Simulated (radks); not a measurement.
# Re⁺ in [Xe] 4f14 5d5 6s1: an all-electron calculation

Aim: the levels, the sizes of the orbitals and the parts of the energy of the rhenium ion Re+.

Program: radks (a radial shooting solver on a logarithmic mesh, Libxc functionals) version 1. Level of theory: Dirac Kohn-Sham, PBE, spin-unpolarised, spherical densities, finite nucleus; open shells are shared between the two j in proportion to 2j + 1. These are calculated values, not measurements, unless marked.

## Step 1: The atom as given

* element: rhenium (Z = 75)
* charge: +1
* electrons: 74
* configuration: [Xe] 4f14 5d5 6s1
* nuclear rms radius: 5.3698 fm

Outer shells as boxes (Hund's rule):

Re⁺
```
[Xe] core
4f [↑↓][↑↓][↑↓][↑↓][↑↓][↑↓][↑↓]
5d [↑ ][↑ ][↑ ][↑ ][↑ ]
6s [↑ ]
```

## Step 2: The calculation

Settings of this run:

```text
Z 75
configuration [Xe] 4f14 5d5 6s1
relativity Dirac
functional pbe,pbe
spin unpolarised
j_filling average
nucleus finite rms 5.3698 fm
c 137.035999084
```

Launch:

```console
$ python run_ks.py task.json out
```

This one command runs every case of the session in turn.

**Question.** What will this run give?

As calculated:

```
                        quantity                   value
                    total energy     -16714.6159 hartree
exchange-correlation share of it                  1.99 %
                            −T/E                  1.1303
          highest occupied level       5d5/2, -12.578 eV
    most extended occupied level  6s1/2, <r> = 2.87 bohr
 radius at density 0.001 e/bohr³               4.24 bohr
    maxima of the radial density                       4
         ionisation energy, NIST     16.6 (semi-emp.) eV
```

**Reading.** The radial density shows 4 maxima for 6 occupied principal shells; where shells overlap, one shows as a shoulder or not at all. −T/E is 1.130: with relativity the kinetic term as defined here no longer equals −E. Minus the highest eigenvalue, 12.578 eV, is 76 % of the tabulated ionisation energy (16.6 eV); the potential of a semilocal functional falls off too fast, so its top eigenvalue is too shallow. Spin polarisation and multiplet splitting are left out. Sharing an open shell by 2j + 1 raises it above the true ground level by a part of the spin-orbit splitting, which enters the differences from NIST.
